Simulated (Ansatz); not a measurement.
# CH7GaS: search for a transition state

Is there a first-order saddle for this four-centre ligand exchange, which should form Ga1–S6, C2–H5 and break Ga1–C2, H5–S6, and which two structures does it connect?

Method: PBE0-D4, def2-SVP first, then def2-TZVP; program: Ansatz 0.2.0, Gaussian basis.

152 further runs of the same task are left out: 152 set aside as unsound or not needed.

## (1) Starting geometry

The guess: 10 atoms, charge 0, spin multiplicity 1.

Atoms are counted from 1 here; the program's logs count them from 0.

Bond lengths: Ga1–C2 2.151 Å, Ga1–H3 1.547 Å, Ga1–H4 1.542 Å, Ga1–H5 1.804 Å, Ga1–S6 2.395 Å, C2–H7 1.100 Å, C2–H8 1.096 Å, C2–H9 1.097 Å, H5–S6 1.636 Å, S6–H10 1.333 Å. Angles: C2–Ga1–H3 110.8°, C2–Ga1–H4 114.9°, C2–Ga1–H5 46.9°, C2–Ga1–S6 89.9°, H3–Ga1–H4 119.1°, H3–Ga1–H5 120.5°, H3–Ga1–S6 108.4°, H4–Ga1–H5 119.9°, H4–Ga1–S6 109.7°, H5–Ga1–S6 43.1°, Ga1–C2–H7 95.4°, Ga1–C2–H8 129.3°, Ga1–C2–H9 111.1°, H7–C2–H8 104.1°, H7–C2–H9 105.9°, H8–C2–H9 107.7°, Ga1–H5–S6 88.1°, Ga1–S6–H5 48.9° and more.

Coordinates:

```
Ga   -0.8539    0.1658    0.6915
C     0.4966    0.7354   -0.8822
H    -2.1386   -0.4692    0.1087
H    -0.9776    1.1842    1.8425
H     0.7727   -0.4308    0.1882
S     0.6381   -1.5949    1.3302
H     0.0498    1.7266   -1.0481
H     1.5740    0.9317   -0.8355
H     0.3017    0.1611   -1.7967
H     0.1372   -2.4099    0.4014
```

Distances that are to change: Ga1–S6 2.39 Å, C2–H5 1.61 Å, Ga1–C2 2.15 Å, H5–S6 1.64 Å.

## (2) Constrained relaxation of the guess

Input file hold/in.yaml:

```yaml
crystal:
  periodic: [false, false, false]
  atoms:
    - {symbol: Ga, position_ang: [-0.853900, 0.165800, 0.691500]}
    - {symbol: C, position_ang: [0.496600, 0.735400, -0.882200]}
    - {symbol: H, position_ang: [-2.138600, -0.469200, 0.108700]}
    - {symbol: H, position_ang: [-0.977600, 1.184200, 1.842500]}
    - {symbol: H, position_ang: [0.772700, -0.430800, 0.188200]}
    - {symbol: S, position_ang: [0.638100, -1.594900, 1.330200]}
    - {symbol: H, position_ang: [0.049800, 1.726600, -1.048100]}
    - {symbol: H, position_ang: [1.574000, 0.931700, -0.835500]}
    - {symbol: H, position_ang: [0.301700, 0.161100, -1.796700]}
    - {symbol: H, position_ang: [0.137200, -2.409900, 0.401400]}
basis:
  gaussian: {orbitals: def2-SVP}
hamiltonian: {xc: pbe0, dispersion: d4}
relax: {f_tol: 0.04, max_steps: 150, escape_saddle: false, constraints: [{distance: [0, 5]}, {distance: [1, 4]}, {distance: [0, 1]}, {distance: [4, 5]}]}
```

The run is started by

```sh
ansatz run in.yaml --threads 4 --pin off --events-out ev --progress --plain --max-ram 9574MiB
```

Further steps of the session: A starting Hessian; Saddle search in the small basis; Saddle search in triple zeta; Checking the order of the point; Relaxing after a step of 0.30 Å one way along the mode; Relaxing after a step of 0.30 Å the other way along the mode.

Q: Predict the outcome of this session. Wanted: imaginary mode; barrier from the start side; barrier from the end side; energy of the step; pairs that change; zero-point energy at the saddle.

**Answer**, as computed:

| quantity | value |
| --- | --- |
| imaginary mode | 1137i cm⁻¹ |
| barrier from the start side | 76.1 kJ/mol |
| barrier from the end side | 161.1 kJ/mol |
| energy of the step | -85.0 kJ/mol |
| pairs that change | Ga1–S6 tightened, C2–H5 formed, Ga1–C2 broken, H5–S6 broken |
| zero-point energy at the saddle | 1.765 eV |

**Reading.** The point has a single imaginary mode (1137i cm⁻¹), as a transition state must. The two relaxations end on the structures that were planned. At PBE0-D4/def2-TZVP the electronic barrier is 76.1 kJ/mol, about 31 kT at 298 K, and the step runs 85.0 kJ/mol downhill. The barrier is thin enough for tunnelling; the leading (Wigner) term alone is a factor of 2.3 at 298 K. Lower complexes than these ends may exist.
